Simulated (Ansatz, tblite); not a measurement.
# The cluster Na₁₄Cl₁₄: one state, many levels

The task here is to estimate one member of a computed series from the others.

Method: as each input shows; program: Ansatz 0.2.0, Gaussian basis.

Levels to be run: GFN1-xTB, GFN2-xTB, PBE-D4/def2-TZVP, r2SCAN-D4/def2-TZVP, HF/def2-TZVP, PBE-D4/def2-SVP, PBE0-D4/def2-SVP, HF/STO-3G, MP2/def2-SVP.

2 further runs of the same task are left out: 2 set aside as unsound or not needed.

## The structure

The singlet was relaxed beforehand with r2SCAN-D4/def2-SVP.

28 atoms, charge 0, spin multiplicity 1.

Bond lengths: Cl1–Na15 2.595 Å, Cl1–Na16 2.656 Å, Cl1–Na19 2.587 Å, Cl2–Na15 2.656 Å, Cl2–Na16 2.595 Å, Cl2–Na17 2.587 Å, Cl3–Na15 2.593 Å, Cl3–Na17 2.629 Å, Cl3–Na18 2.613 Å, Cl4–Na18 2.708 Å, Cl4–Na19 2.608 Å, Cl4–Na20 2.795 Å, Cl4–Na23 2.661 Å, Cl5–Na16 2.593 Å, Cl5–Na19 2.629 Å, Cl5–Na20 2.613 Å, Cl6–Na17 2.608 Å, Cl6–Na18 2.795 Å and more. Angles: Na15–Cl1–Na16 82.6°, Na15–Cl1–Na19 108.3°, Na16–Cl1–Na19 82.3°, Na15–Cl2–Na16 82.6°, Na15–Cl2–Na17 82.3°, Na16–Cl2–Na17 108.3°, Na15–Cl3–Na17 82.7°, Na15–Cl3–Na18 122.0°, Na17–Cl3–Na18 86.3°, Na18–Cl4–Na19 112.2°, Na18–Cl4–Na20 85.1°, Na18–Cl4–Na23 86.9°, Na19–Cl4–Na20 83.1°, Na19–Cl4–Na23 156.9°, Na20–Cl4–Na23 85.7°, Na16–Cl5–Na19 82.7°, Na16–Cl5–Na20 122.0°, Na19–Cl5–Na20 86.3° and more.

PBE0-D4/def2-TZVP was run before; its log isn't repeated, and its numbers join the tables.

The first run:

Tight binding, by tblite at 300 K electronic temperature and without a spin-polarisation term:

```python
tblite.interface.Calculator('GFN1-xTB', numbers, positions, charge=0, uhf=0).singlepoint()
```

Tight binding, by tblite at 300 K electronic temperature and without a spin-polarisation term:

```python
tblite.interface.Calculator('GFN2-xTB', numbers, positions, charge=0, uhf=0).singlepoint()
```

start.molden holds the orbitals of an earlier run on this state, given as this run's starting guess.

in.yaml reads:

```yaml
crystal:
  periodic: [false, false, false]
  atoms:
    - {symbol: Cl, position_ang: [-1.412945, -1.362167, -7.400321]}
    - {symbol: Cl, position_ang: [1.411434, 1.364649, -7.399958]}
    - {symbol: Cl, position_ang: [-1.440707, 2.527014, -4.974585]}
    - {symbol: Cl, position_ang: [-1.502862, -1.360686, -2.648895]}
    - {symbol: Cl, position_ang: [1.440094, -2.526339, -4.976059]}
    - {symbol: Cl, position_ang: [1.503107, 1.359314, -2.648824]}
    - {symbol: Cl, position_ang: [-1.391141, 1.481151, 0.001285]}
    - {symbol: Cl, position_ang: [-1.502372, -1.360858, 2.651226]}
    - {symbol: Cl, position_ang: [1.391652, -1.483051, 0.001057]}
    - {symbol: Cl, position_ang: [1.503124, 1.359270, 2.650948]}
    - {symbol: Cl, position_ang: [-1.441199, 2.531758, 4.974726]}
    - {symbol: Cl, position_ang: [1.411454, 1.364678, 7.396898]}
    - {symbol: Cl, position_ang: [1.441683, -2.531574, 4.975602]}
    - {symbol: Cl, position_ang: [-1.411336, -1.363117, 7.397392]}
    - {symbol: Na, position_ang: [-1.233335, 1.218864, -7.204109]}
    - {symbol: Na, position_ang: [1.231834, -1.216482, -7.204501]}
    - {symbol: Na, position_ang: [1.182984, 2.375686, -5.029248]}
    - {symbol: Na, position_ang: [-1.291674, 1.339401, -2.651557]}
    - {symbol: Na, position_ang: [-1.183525, -2.374942, -5.030400]}
    - {symbol: Na, position_ang: [1.291835, -1.340679, -2.651946]}
    - {symbol: Na, position_ang: [1.303683, 1.226297, 0.001037]}
    - {symbol: Na, position_ang: [-1.291701, 1.339215, 2.654184]}
    - {symbol: Na, position_ang: [-1.303180, -1.228255, 0.001114]}
    - {symbol: Na, position_ang: [1.292450, -1.340811, 2.654092]}
    - {symbol: Na, position_ang: [1.182484, 2.381631, 5.028856]}
    - {symbol: Na, position_ang: [-1.233382, 1.217981, 7.200965]}
    - {symbol: Na, position_ang: [-1.181950, -2.381450, 5.029968]}
    - {symbol: Na, position_ang: [1.233483, -1.216499, 7.201072]}
basis:
  gaussian: {orbitals: def2-TZVP, fitting: {mean_field: def2-universal-jkfit}, initial_orbitals: start.molden}
hamiltonian: {xc: pbe, dispersion: d4}
scf: {omitted_lower_state_checks: [starts]}
output: {forces: true, orbitals: {seedname: orbitals}}
```

On the command line:

```bash
$ ansatz run in.yaml --threads 4 --pin off --events-out ev --progress --plain --max-ram 46080MiB --backend cuda --devices 0, --max-vram 37GiB
```

Steps of the session up to this table: PBE-D4/def2-TZVP; r2SCAN-D4/def2-TZVP; HF/def2-TZVP; PBE-D4/def2-SVP; PBE0-D4/def2-SVP; HF/STO-3G; MP2/def2-SVP.

One of the session's tables, all rows but one given; the rest of the session is left out.

It belongs to the step «Levels side by side». 

```
              level  HOMO (eV)  LUMO (eV)  gap (eV)
          HF/STO-3G      -7.81      12.50     20.31
       HF/def2-TZVP     -11.20       0.65     11.85
    PBE-D4/def2-SVP      -6.49      -1.45      5.03
   PBE-D4/def2-TZVP      -6.64      -1.53      5.12
r2SCAN-D4/def2-TZVP      -6.97      -0.96      6.01
   PBE0-D4/def2-SVP          ?          ?         ?
  PBE0-D4/def2-TZVP      -8.00      -0.92      7.08
```

**Question.** Estimate the row for PBE0-D4/def2-SVP.

The run gave: HOMO (eV): -7.87; LUMO (eV): -0.83; gap (eV): 7.04. In the column «HOMO (eV)» it lies between PBE0-D4/def2-TZVP (-8.00) and HF/STO-3G (-7.81).
